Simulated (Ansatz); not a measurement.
# SiO2: further runs on the relaxed cell

An exercise on one series of results from a longer session: the logs are not shown, and one member is left open.

Method: DFT r2SCAN, scalar-relativistic, plane waves, PAW, in Ansatz 0.2.0.

## The system as given

Symmetry: Im-3m, No. 229, cubic system. The conventional cell has a = 9.885 Å, b = 9.885 Å, c = 9.885 Å, α = 90.00°, β = 90.00°, γ = 90.00°. Around Si (site symmetry 3m) lie 4 O at 1.59 to 1.61 Å. Around O (site symmetry -3m) lie 2 Si at 1.59 Å. O (site symmetry mm2) has 2 Si at 1.61 Å in its first shell of neighbours.

As a file:

```xyz
24
Lattice="-4.9423 4.9423 4.9423 4.9423 -4.9423 4.9423 4.9423 4.9423 -4.9423" Properties=species:S:1:pos:R:3 pbc="T T T"
Si    1.5504    1.5504    1.5504
Si    1.5504   -1.5504    1.5504
Si    1.5504    1.5504   -1.5504
Si   -1.5504    1.5504    1.5504
Si    3.3919    3.3919   -3.3919
Si   -3.3919    3.3919    3.3919
Si    3.3919   -3.3919    3.3919
Si    3.3919    3.3919    3.3919
O     2.4711    2.4711    2.4711
O     2.4711   -2.4711    2.4711
O     2.4711    2.4711   -2.4711
O    -2.4711    2.4711    2.4711
O     1.8673    1.8673    0.0000
O     1.8673    0.0000    1.8673
O    -3.0750    4.9423    3.0750
O     4.9423   -3.0750    3.0750
O     0.0000    1.8673    1.8673
O     3.0750   -3.0750    4.9423
O    -3.0750    3.0750    4.9423
O     3.0750    4.9423   -3.0750
O     4.9423    3.0750    3.0750
O     3.0750    4.9423    3.0750
O     4.9423    3.0750   -3.0750
O     3.0750    3.0750    4.9423
```

It goes back to an entry of the Materials Project, which need not be the stable form.

This cell was relaxed beforehand with the same method: volume 20.12 Å³/atom, gap on the mesh 6.27 eV.

The first run:

File input.yaml:

```yaml
crystal:
  lattice:
    - [-4.8923600277, 4.8923600277, 4.8923600277]
    - [4.8923600277, -4.8923600277, 4.8923600277]
    - [4.8923600277, 4.8923600277, -4.8923600277]
  atoms:
    - { symbol: Si, position: [0.3137043853, 0.3137043853, 0.3137043853] }
    - { symbol: Si, position: [0.0, 0.3137043853, 0.0] }
    - { symbol: Si, position: [0.0, 0.0, 0.3137043853] }
    - { symbol: Si, position: [0.3137043853, 0.0, 0.0] }
    - { symbol: Si, position: [0.0, 0.0, 0.6862956147] }
    - { symbol: Si, position: [0.6862956147, 0.0, 0.0] }
    - { symbol: Si, position: [0.0, 0.6862956147, 0.0] }
    - { symbol: Si, position: [0.6862956147, 0.6862956147, 0.6862956147] }
    - { symbol: O, position: [0.5, 0.5, 0.5] }
    - { symbol: O, position: [0.0, 0.5, 0.0] }
    - { symbol: O, position: [0.0, 0.0, 0.5] }
    - { symbol: O, position: [0.5, 0.0, 0.0] }
    - { symbol: O, position: [0.1889056108, 0.1889056108, 0.3778112217] }
    - { symbol: O, position: [0.1889056108, 0.3778112217, 0.1889056108] }
    - { symbol: O, position: [0.8110943892, 0.0, 0.1889056108] }
    - { symbol: O, position: [0.0, 0.8110943892, 0.1889056108] }
    - { symbol: O, position: [0.3778112217, 0.1889056108, 0.1889056108] }
    - { symbol: O, position: [0.1889056108, 0.8110943892, 0.0] }
    - { symbol: O, position: [0.8110943892, 0.1889056108, 0.0] }
    - { symbol: O, position: [0.1889056108, 0.0, 0.8110943892] }
    - { symbol: O, position: [0.6221887783, 0.8110943892, 0.8110943892] }
    - { symbol: O, position: [0.8110943892, 0.6221887783, 0.8110943892] }
    - { symbol: O, position: [0.0, 0.1889056108, 0.8110943892] }
    - { symbol: O, position: [0.8110943892, 0.8110943892, 0.6221887783] }
basis:
  ecutwfc: 500
kpoints:
  mp_grid: { grid: [4, 4, 4] }
hamiltonian:
  xc: r2scan
scf:
  occupations: { method: gaussian, width: 0.02 }
output:
  forces: true
  stress: true
  eigenvalues: true
relax:
  adjacent_minimum: "off"
  f_tol: 0.01
  max_steps: 30
```

Command:

```bash
$ ansatz run input.yaml --threads 4 --pin off --max-ram 10240MiB --backend cpu --events-out ev --progress --plain --runs-dir out
```

Among the steps run: Volume × 0.97; Volume × 1.03; Volume × 0.94; Volume × 1.06; The cell scaled to 0.91 of its volume; Volume × 1.10; Volume × 0.88.

One table of the session follows, with a row left open; its other results are not shown here.

It belongs to the step «Fit of the equation of state». 

| volume (Å³/atom) | energy above the lowest point (meV/atom) | pressure (GPa) | gap on the mesh (eV) |
| --- | --- | --- | --- |
| 17.706 | 110.8 | 15.99 | 6.01 |
| 18.309 | 59.7 | 11.25 | 6.17 |
| 18.913 | 25.4 | 7.04 | 6.26 |
| 19.517 | 6.1 | 3.29 | 6.29 |
| 20.120 | 0.0 | 0.00 | 6.27 |
| 20.724 | ? | ? | ? |
| 21.327 | 21.6 | -5.49 | 6.10 |
| 22.132 | 56.8 | -8.41 | 5.89 |

Q: Estimate the row for volume (Å³/atom) = 20.724 from the others.

Worked estimate for «energy above the lowest point (meV/atom)». A straight line through the neighbours (20.120, 0.0) and (21.327, 21.6) gives 0.0 + (21.6 − 0.0) × (20.724 − 20.120) / (21.327 − 20.120) = 10.8; a parabola fitted to 4 rows on both sides gives 5.8.

**Answer.** energy above the lowest point (meV/atom): 5.7; pressure (GPa): -2.94; gap on the mesh (eV): 6.20. In «energy above the lowest point (meV/atom)» the line misses by +5.1 and the parabola by +0.1.

Caveats from the session: The gap on the mesh goes from 6.01 eV at the smallest volume to 5.89 eV at the largest, through a peak of 6.29 eV between. Warnings in the runs' records: stress scf threshold loose.
